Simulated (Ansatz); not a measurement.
# BGeP (singlet): from Hartree-Fock to the top rungs at a displaced geometry (v2), cc-pVDZ

The task here is to estimate one member of a computed series from the others.

Method: cc-pVDZ, core rule «outside noble gas», up to 20 orbitals frozen; program: Ansatz 0.2.0, Gaussian basis.

The runs, in order: UHF; CCSD(T) on RHF; BCCD(T) on RHF; CISD; CCSDT(Q) on RHF.

36 further runs of the same task are left out: 1 for a known fault of the program, 21 that didn't finish, 14 set aside as unsound or not needed.

## The geometry

The geometry is a PBE0/def2-TZVP stationary point (not a proven minimum) with its atoms shifted at random (size 0.100 Å). No spin-orbit coupling is included. The filled d shell of Ge may be among the frozen orbitals whatever the setting's name suggests; the logs give the count.

3 atoms, charge 0, spin multiplicity 1.

Atoms are counted from 1 here; the program's logs count them from 0.

Bond lengths: B1–P2 1.909 Å, P2–Ge3 2.150 Å. Angles: B1–P2–Ge3 98.0°.

The first run:

File in.yaml:

```yaml
crystal:
  periodic: [false, false, false]
  atoms:
    - {symbol: B, position_ang: [0.100656, -1.134783, 2.052311]}
    - {symbol: P, position_ang: [-0.064218, 0.575542, 1.221443]}
    - {symbol: Ge, position_ang: [0.012402, -0.076522, -0.826269]}
basis:
  gaussian: {orbitals: cc-pVDZ}
magnetization: {spin_polarized: true, initial_magnetization: 0}
hamiltonian: {xc: hf}
output: {orbitals: {seedname: orbitals}}
```

The run is started by

```bash
$ ansatz run in.yaml --threads 1 --pin off --events-out ev --progress --plain --max-ram 2393MiB
```

Steps of the session up to this table: UHF; CCSD(T) on RHF; BCCD(T) on RHF; CISD; CCSDT(Q) on RHF.

One table of the session follows, with a row left open; its other results are not shown here.

```
   method  from RCCSDT(Q) (meV)
      RHF               +8401.9
     RMP2               +1631.9
     CISD               +1655.2
    RCCSD                     ?
 RCCSD(T)                +132.1
  BCCD(T)                +119.9
   RCCSDT                 +77.4
RCCSDT(Q)                     0
```

Estimate the missing values for RCCSD.

**Answer.** from RCCSDT(Q) (meV): +649.1. In the column «from RCCSDT(Q) (meV)» it lies between RCCSD(T) (+132.1) and RMP2 (+1631.9).
